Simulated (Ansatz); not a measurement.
# Si2Mo: the cost of one run

Computed with the Python package of Ansatz 0.2.0. Level of theory: DFT PBE, plane waves, PAW.

### 1 Starting point

It takes space group I4/mmm (No. 139, tetragonal). The conventional cell has a = 3.200 Å, b = 3.200 Å, c = 7.861 Å, α = 90.00°, β = 90.00°, γ = 90.00°. Around Si (site symmetry 4mm) lie 5 Si at 2.61 to 2.63 Å and 5 Mo at 2.62 Å. Around Mo (site symmetry 4/mmm) lie 10 Si at 2.62 Å.

Input file POSCAR:

```text
Si2Mo
1.0
  -1.60000000    1.60000000    3.93050000
   1.60000000   -1.60000000    3.93050000
   1.60000000    1.60000000   -3.93050000
Si Mo
2 1
Direct
   0.33300000    0.33300000    0.00000000
   0.66700000    0.66700000    0.00000000
   0.00000000    0.00000000    0.00000000
```

### 2 The code

Contents of smear.py:

```python
"""Smearing width test for Si2Mo."""

import csv

import ansatz as az
from ase.io import read


def main() -> None:
    atoms = read("POSCAR", format="vasp")
    xtal = az.Crystal.from_ase(atoms)

    model = (
        xtal.calculation()
        .functional("pbe")
        .pseudopotentials("paw")
        .kpoints(13, 13, 13)
        .forces()
        .stress()
    )

    rows = []
    for value in [0.25, 0.15, 0.1, 0.05, 0.025]:
        rep = model.occupations("gaussian", width=value).run().report
        rows.append((value, rep["free_energy_ev"] / len(rep["lattice"]["sites"]), rep["n_iterations"], sum(rep["stress_gpa"][i][i] for i in range(3)) / 3, max(abs(f) for row in rep["forces_ev_ang"] for f in row), rep["n_kpoints"]))

    with open("smear.csv", "w", newline="") as handle:
        writer = csv.writer(handle)
        writer.writerow(["width (eV)", "F/atom (eV)", "iterations", "P (GPa)", "max component (eV/A)", "k-points"])
        writer.writerows([round(v, 5) if isinstance(v, float) else v for v in row] for row in rows)

    # the last row is the reference
    for row in rows[:-1]:
        shift = 1000 * (row[1] - rows[-1][1])
        print(f"{row[0]}: {shift:+.2f} meV/atom" + ("  (within 1 meV)" if abs(shift) < 1 else ""))


if __name__ == "__main__":
    main()
```

### 3 Running it

The run is started by

```bash
$ python smear.py
```

What time and memory should one allow on 1 thread of Arm Neoverse V2, shared host?

About 24 s, with a peak of 0.5 GiB.
